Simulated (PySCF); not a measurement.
# C7H9N: the cost of one run

Programs: PySCF 2.14.0, with density-fitted response routines of our own. Each step states its level of theory. These are calculated values for one molecule, in the gas phase or a continuum, unless marked as measured. Atoms are numbered from 0 throughout.

### 1 The starting structure

17 atoms, charge 0, multiplicity 1; geometry from: GFN2-xTB. The atoms were then displaced at random by about 0.01 Å, so the start is not that level's minimum.

Bonds of the start (Å): C0–C1 1.52, C1–C2 1.49, C2–C3 1.42, C3–C4 1.35, C4–C5 1.38, C5–C6 1.39, C6–N7 1.32, N7–C2 1.34, C0–H8 1.10, C0–H9 1.07, C0–H10 1.11, C1–H11 1.08, C1–H12 1.11, C3–H13 1.11, C4–H14 1.08, C5–H15 1.09, C6–H16 1.07.

### 2 Relaxing the molecule at PBE0-D3(BJ)/def2-TZVP

Job settings and geometry (Å):

```
{"job": {"xc": "PBE0", "basis": "def2-TZVP", "d3": "d3bj", "grid": 2, "shake": 0.01, "kind": "geom"}, "charge": 0, "multiplicity": 1}
C     -2.394630    -0.394240     0.560940
C     -1.479530    -0.384900    -0.651340
C     -0.080780    -0.144110    -0.212710
C      0.467150     1.150430    -0.028900
C      1.730520     1.304670     0.409310
C      2.492950     0.188010     0.675980
C      1.922890    -1.058760     0.474100
N      0.690060    -1.211940     0.039510
H     -3.440960    -0.544510     0.258310
H     -2.127120    -1.147060     1.270840
H     -2.382570     0.589810     1.073970
H     -1.520940    -1.351940    -1.132240
H     -1.804650     0.403810    -1.366820
H     -0.208730     2.005140    -0.229950
H      2.141290     2.289380     0.564130
H      3.514180     0.278210     1.033780
H      2.464370    -1.960180     0.657850
```

Started as:

```
OMP_NUM_THREADS=2 python probes_run.py task.json out
```

The driver reads the jobs from task.json and runs them one after another.

Q: Estimate the wall time and peak memory of this first job on 2 threads of Intel Xeon at 2.50GHz, shared host.

About 15 min, with a peak of 1.9 GiB.
